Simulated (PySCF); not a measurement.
# C₂H₈SSi: magnetic properties, part 2 of 2

PySCF 2.14.0. Atoms count from 0. The steps go on from the part before.

## 6. Magnetic properties: GIAO B3LYP/IGLO-II

What the job is given:

```
{"job": {"kind": "mag", "xc": "B3LYP", "basis": "IGLO-II"}, "charge": 0, "multiplicity": 1}
Si     1.829097     0.161486    -0.020206
C     -0.014147     0.131730    -0.441739
C     -0.886685    -0.424069     0.672756
S     -2.656314    -0.562534     0.258047
H      2.323311    -1.225265     0.246341
H      2.609531     0.744048    -1.153889
H      2.069802     0.987537     1.204079
H     -0.157440    -0.458848    -1.362131
H     -0.322691     1.162259    -0.690291
H     -0.595605    -1.457117     0.922037
H     -0.778924     0.161113     1.599562
H     -2.870885     0.757463     0.069442
```

Method: GIAO B3LYP/IGLO-II magnetisability, rotational g tensor and spin-rotation constants, non-relativistic, gas phase.

What it wrote:

```text
coarse grid: 10384 points
cycle   1  E = -768.6839055733  dE = -1.987e-02  |g| = 3.696e-01  |ddm| = 2.520e+00
cycle   2  E = -768.6756110796  dE =  8.294e-03  |g| = 3.846e-01  |ddm| = 6.184e-01
cycle   3  E = -768.7125131899  dE = -3.690e-02  |g| = 7.508e-02  |ddm| = 3.474e-01
cycle   4  E = -768.7137520614  dE = -1.239e-03  |g| = 3.092e-02  |ddm| = 9.311e-02
cycle   5  E = -768.7139788613  dE = -2.268e-04  |g| = 5.485e-03  |ddm| = 3.381e-02
cycle   6  E = -768.7139838303  dE = -4.969e-06  |g| = 2.173e-03  |ddm| = 4.647e-03
final grid: 89064 points
cycle   7  E = -768.7340512040  dE = -2.915e-05  |g| = 4.797e-03  |ddm| = 1.836e-02
cycle   8  E = -768.7340471988  dE =  4.005e-06  |g| = 5.934e-03  |ddm| = 7.041e-03
cycle   9  E = -768.7340556459  dE = -8.447e-06  |g| = 5.763e-04  |ddm| = 4.608e-03
cycle  10  E = -768.7340557140  dE = -6.812e-08  |g| = 2.399e-04  |ddm| = 5.939e-04
cycle  11  E = -768.7340557282  dE = -1.419e-08  |g| = 4.206e-05  |ddm| = 2.013e-04
cycle  12  E = -768.7340557286  dE = -3.532e-10  |g| = 9.173e-06  |ddm| = 3.097e-05
converged SCF energy = -768.7340557286

Magnetisability tensor (1e-30 J/T^2)
    -1149.67       -2.64      -16.83
       -2.64    -1011.37       15.58
      -16.83       15.58    -1008.15
isotropic -1056.40   principal values   -1151.65  -1024.76   -992.78
isotropic susceptibility -63.618 1e-6 cm^3/mol

Inertial axes            a          b          c
rot. const./GHz     20.9053     1.4303     1.3933
chi total           -68.875    -61.883    -60.095
chi diamagnetic    -160.037   -906.537   -931.488
chi paramagnetic     91.162    844.654    871.393
quadrupole/D A       -6.186      2.427      3.759
g nuclear            0.8432     0.5559     0.5573
g electronic        -0.8953    -0.5676    -0.5704
g total             -0.0521    -0.0117    -0.0131

Spin-rotation constants (kHz, H = +C I.J)
atom  isotope        aa         bb         cc
  4     1H       -1.813     -0.062     -0.017
  5     1H       -0.808     -0.015     -0.126
  6     1H       -1.804     -0.081      0.001
  7     1H       -2.158     -0.107     -0.031
  8     1H       -2.241     -0.085     -0.059
  9     1H       -2.166     -0.083     -0.038
 10     1H       -2.251     -0.091      0.001
 11     1H       -2.688     -0.106     -0.020
  0   29Si*     -10.855     -0.829     -0.806
  1    13C*       3.012      0.215      0.233
  2    13C*       3.271      0.228      0.260
  3    33S*       4.366      0.339      0.431
* in the singly substituted isotopologue
```

It took 13 s on 1 thread of Intel Xeon Platinum 8559C, shared host; peak memory 0.81 GiB.

From this job:

| quantity | value |
| --- | --- |
| magnetisability | -1056·10⁻³⁰ J/T² |
| molar susceptibility | -63.6·10⁻⁶ cm³/mol |
| rotational g (a, b, c) | -0.0521, -0.0117, -0.0131 |

## 7. Magnetic properties: GIAO B3LYP/6-31++G**

Settings changed since step 6:

```diff
@@ -1,2 +1,2 @@
-{"job": {"kind": "mag", "xc": "B3LYP", "basis": "IGLO-II"}, "charge": 0, "multiplicity": 1}
+{"job": {"kind": "mag", "xc": "B3LYP", "basis": "6-31++G**"}, "charge": 0, "multiplicity": 1}
 Si     1.829097     0.161486    -0.020206
```

With the program's defaults for keys left out, this is: GIAO B3LYP/6-31++G** magnetisability, rotational g tensor and spin-rotation constants, non-relativistic, gas phase.

What it wrote:

```text
coarse grid: 10384 points
cycle   1  E = -768.7445195787  dE =  2.249e-02  |g| = 3.161e-01  |ddm| = 3.660e+00
cycle   2  E = -768.7351095908  dE =  9.410e-03  |g| = 3.695e-01  |ddm| = 1.640e+00
cycle   3  E = -768.7738247924  dE = -3.872e-02  |g| = 4.689e-02  |ddm| = 8.180e-01
cycle   4  E = -768.7743820654  dE = -5.573e-04  |g| = 1.959e-02  |ddm| = 2.143e-01
cycle   5  E = -768.7744942309  dE = -1.122e-04  |g| = 4.359e-03  |ddm| = 5.756e-02
cycle   6  E = -768.7744989933  dE = -4.762e-06  |g| = 1.114e-03  |ddm| = 1.353e-02
final grid: 89064 points
cycle   7  E = -768.7157410274  dE = -1.085e-05  |g| = 3.914e-03  |ddm| = 5.439e-02
cycle   8  E = -768.7157367816  dE =  4.246e-06  |g| = 5.547e-03  |ddm| = 1.729e-02
cycle   9  E = -768.7157452103  dE = -8.429e-06  |g| = 2.931e-04  |ddm| = 9.732e-03
cycle  10  E = -768.7157452339  dE = -2.364e-08  |g| = 1.199e-04  |ddm| = 1.147e-03
cycle  11  E = -768.7157452375  dE = -3.607e-09  |g| = 2.678e-05  |ddm| = 3.030e-04
cycle  12  E = -768.7157452377  dE = -1.932e-10  |g| = 4.610e-06  |ddm| = 8.419e-05
converged SCF energy = -768.7157452377

Magnetisability tensor (1e-30 J/T^2)
    -1180.08       -1.13      -16.99
       -1.13    -1027.23       17.63
      -16.99       17.63    -1033.64
isotropic -1080.32   principal values   -1182.03  -1047.24  -1011.68
isotropic susceptibility -65.058 1e-6 cm^3/mol

Inertial axes            a          b          c
rot. const./GHz     20.9053     1.4303     1.3933
chi total           -70.655    -63.426    -61.093
chi diamagnetic    -160.737   -907.905   -932.922
chi paramagnetic     90.082    844.478    871.829
quadrupole/D A       -6.979      2.768      4.211
g nuclear            0.8432     0.5559     0.5573
g electronic        -0.8847    -0.5674    -0.5707
g total             -0.0415    -0.0115    -0.0133

Spin-rotation constants (kHz, H = +C I.J)
atom  isotope        aa         bb         cc
  4     1H       -1.805     -0.063     -0.019
  5     1H       -0.819     -0.017     -0.126
  6     1H       -1.798     -0.082     -0.002
  7     1H       -2.116     -0.103     -0.030
  8     1H       -2.205     -0.083     -0.057
  9     1H       -2.122     -0.080     -0.035
 10     1H       -2.226     -0.088      0.003
 11     1H       -2.659     -0.104     -0.018
  0   29Si*      -9.713     -0.732     -0.717
  1    13C*       2.658      0.191      0.211
  2    13C*       2.874      0.203      0.234
  3    33S*       3.986      0.309      0.399
* in the singly substituted isotopologue
```

Run time: 11 s. Hardware: 1 thread of Intel Xeon Platinum 8559C, shared host; peak memory 0.58 GiB.

From this job:

| quantity | value |
| --- | --- |
| magnetisability | -1080·10⁻³⁰ J/T² |
| molar susceptibility | -65.1·10⁻⁶ cm³/mol |
| rotational g (a, b, c) | -0.0415, -0.0115, -0.0133 |

## 8. Magnetic properties: GIAO B3LYP/aug-cc-pVDZ

Settings changed since step 7:

```diff
@@ -1,2 +1,2 @@
-{"job": {"kind": "mag", "xc": "B3LYP", "basis": "6-31++G**"}, "charge": 0, "multiplicity": 1}
+{"job": {"kind": "mag", "xc": "B3LYP", "basis": "aug-cc-pVDZ"}, "charge": 0, "multiplicity": 1}
 Si     1.829097     0.161486    -0.020206
```

Method: GIAO B3LYP/aug-cc-pVDZ magnetisability, rotational g tensor and spin-rotation constants, non-relativistic, gas phase.

What it wrote:

```text
coarse grid: 10384 points
cycle   1  E = -768.7113197961  dE =  5.112e-02  |g| = 3.128e-01  |ddm| = 7.846e+00
cycle   2  E = -768.7012257028  dE =  1.009e-02  |g| = 3.692e-01  |ddm| = 1.630e+00
cycle   3  E = -768.7394287469  dE = -3.820e-02  |g| = 4.848e-02  |ddm| = 8.448e-01
cycle   4  E = -768.7400393336  dE = -6.106e-04  |g| = 2.112e-02  |ddm| = 1.388e-01
cycle   5  E = -768.7401668205  dE = -1.275e-04  |g| = 4.550e-03  |ddm| = 4.984e-02
cycle   6  E = -768.7401721460  dE = -5.326e-06  |g| = 1.099e-03  |ddm| = 1.145e-02
final grid: 89064 points
cycle   7  E = -768.7516567831  dE = -1.435e-05  |g| = 3.824e-03  |ddm| = 1.317e-01
cycle   8  E = -768.7516524999  dE =  4.283e-06  |g| = 5.480e-03  |ddm| = 2.191e-02
cycle   9  E = -768.7516607438  dE = -8.244e-06  |g| = 3.373e-04  |ddm| = 1.120e-02
cycle  10  E = -768.7516607769  dE = -3.313e-08  |g| = 1.272e-04  |ddm| = 9.719e-04
cycle  11  E = -768.7516607809  dE = -4.021e-09  |g| = 3.168e-05  |ddm| = 2.696e-04
cycle  12  E = -768.7516607812  dE = -2.798e-10  |g| = 4.473e-06  |ddm| = 1.037e-04
converged SCF energy = -768.7516607812

Magnetisability tensor (1e-30 J/T^2)
    -1184.20       -2.44      -18.47
       -2.44    -1035.56       14.29
      -18.47       14.29    -1039.97
isotropic -1086.57   principal values   -1186.53  -1051.12  -1022.07
isotropic susceptibility -65.435 1e-6 cm^3/mol

Inertial axes            a          b          c
rot. const./GHz     20.9053     1.4303     1.3933
chi total           -70.915    -63.687    -61.703
chi diamagnetic    -160.754   -907.894   -932.890
chi paramagnetic     89.839    844.207    871.187
quadrupole/D A       -6.935      2.763      4.172
g nuclear            0.8432     0.5559     0.5573
g electronic        -0.8823    -0.5673    -0.5703
g total             -0.0391    -0.0114    -0.0129

Spin-rotation constants (kHz, H = +C I.J)
atom  isotope        aa         bb         cc
  4     1H       -1.821     -0.064     -0.020
  5     1H       -0.832     -0.017     -0.127
  6     1H       -1.813     -0.083     -0.002
  7     1H       -2.152     -0.105     -0.028
  8     1H       -2.237     -0.083     -0.056
  9     1H       -2.171     -0.080     -0.036
 10     1H       -2.255     -0.088      0.004
 11     1H       -2.736     -0.107     -0.020
  0   29Si*      -9.146     -0.706     -0.690
  1    13C*       2.693      0.194      0.210
  2    13C*       2.953      0.211      0.241
  3    33S*       3.790      0.299      0.386
* in the singly substituted isotopologue
```

Wall time 16 s (1 thread of Intel Xeon Platinum 8559C, shared host); peak memory 0.79 GiB.

From this job:

| quantity | value |
| --- | --- |
| magnetisability | -1087·10⁻³⁰ J/T² |
| molar susceptibility | -65.4·10⁻⁶ cm³/mol |
| rotational g (a, b, c) | -0.0391, -0.0114, -0.0129 |

## 9. Magnetic properties side by side

| level | ξ (10⁻³⁰ J/T²) | g(a) | g(b) | gap (eV) | functions | time |
| --- | --- | --- | --- | --- | --- | --- |
| GIAO wB97X/aug-pcSseg-1 | -1087 | -0.0360 | -0.0109 | 10.23 | 190 | 26 s |
| GIAO OPBE/aug-pcSseg-1 | -1078 | -0.0297 | -0.0108 | 4.70 | 190 | 25 s |
| GIAO B3LYP/6-311G** | -1076 | -0.0450 | -0.0119 | 6.65 | 136 | 11 s |
| GIAO B3LYP/IGLO-II | -1056 | -0.0521 | -0.0117 | 6.63 | 162 | 13 s |
| GIAO B3LYP/6-31++G** | -1080 | -0.0415 | -0.0115 | 6.05 | 128 | 11 s |
| GIAO B3LYP/aug-cc-pVDZ | -1087 | -0.0391 | -0.0114 | 6.05 | 172 | 16 s |

## 10. Outcome

This closing draws on all 2 parts.

```
                                                quantity                      value
                                             point group                         C1
                    rotational constants (main isotopes)      20.91, 1.43, 1.39 GHz
       magnetisability (step 3, GIAO wB97X/aug-pcSseg-1)           -1087·10⁻³⁰ J/T²
  molar susceptibility (step 3, GIAO wB97X/aug-pcSseg-1)         -65.4·10⁻⁶ cm³/mol
rotational g (a, b, c) (step 3, GIAO wB97X/aug-pcSseg-1)  -0.0360, -0.0109, -0.0124
                         magnetisability over the levels  -1087 to -1056·10⁻³⁰ J/T²
```

Relaxing lowered the energy by 0.066 eV in 3 steps; the close pair that moved most is Si0–H4, from 1.463 to 1.496 Å. The magnetisability spreads by 2.8 % over 6 levels, from GIAO wB97X/aug-pcSseg-1 (26 s) to GIAO B3LYP/IGLO-II (13 s); the runs took 11 s to 26 s. Vibrational averaging and real surroundings are missing from these values.
